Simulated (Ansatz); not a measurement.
## NiI under changes of volume

One of the cells (24.473 Å³/atom); the others are scaled copies at fixed shape and fractional positions:

```
I Ni
1.0
     4.05554    0.00000    0.00000
    -2.02777    3.51220    0.00000
     0.00000    0.00000    6.87249
I Ni
2 2
Direct
  0.66667 0.33333 0.50519
  0.33333 0.66667 0.00519
  0.66667 0.33333 0.86982
  0.33333 0.66667 0.36982
```

The cell comes from a database or a generator and needn't be the stable form of this composition.

```yaml
Program: Ansatz 0.2.0
Functional: PBE
Potentials_or_basis: Ansatz PAW
Cutoff: "420 eV (not typed: the program's choice for these potentials)"
k_mesh: 8 × 8 × 4
Occupations: fermi-dirac, width 0.05 eV
Spin: collinear spin, ferromagnetic start
Starting_moments: "[0.0, 0.0, 1.0, 1.0] μB"
```

```csv
volume (Å³/atom),energy over the lowest point (meV/atom),pressure (GPa),moment (μB per cell),largest force (eV/Å)
23.004,23.31,4.6,0.00,0.007
23.494,?,?,?,?
23.983,4.31,1.8,0.44,0.013
24.473,0.50,0.6,0.66,0.023
24.962,0.00,-0.3,0.84,0.032
25.452,2.45,-1.2,0.99,0.041
25.941,7.40,-1.9,1.18,0.049
```

What does the run at 23.494 Å³/atom give?

Energy over the lowest point 11.87 meV/atom; pressure 3.1 GPa; moment 0.00 μB per cell; largest force 0.002 eV/Å.

Worked out: A Birch-Murnaghan fit of order 3 (a polynomial in V^(-2/3)) to the other rows has its minimum at 24.80 Å³/atom with B0 = V·E''(V) = 50 GPa and B' = 4.9 at fixed shape and positions, which overstates the stiffness. It gives 11.73 meV/atom at 23.494 Å³/atom, against the run's 11.87, and -dE/dV = 3.1 GPa, against 3.1. A parabola through the other rows of the moment, of slope 0.455 μB per Å³/atom there, gives 0.23 μB, against the run's 0.00.

Energies are extrapolated to zero smearing.

Caveats: the starting moments weren't kept (some runs).
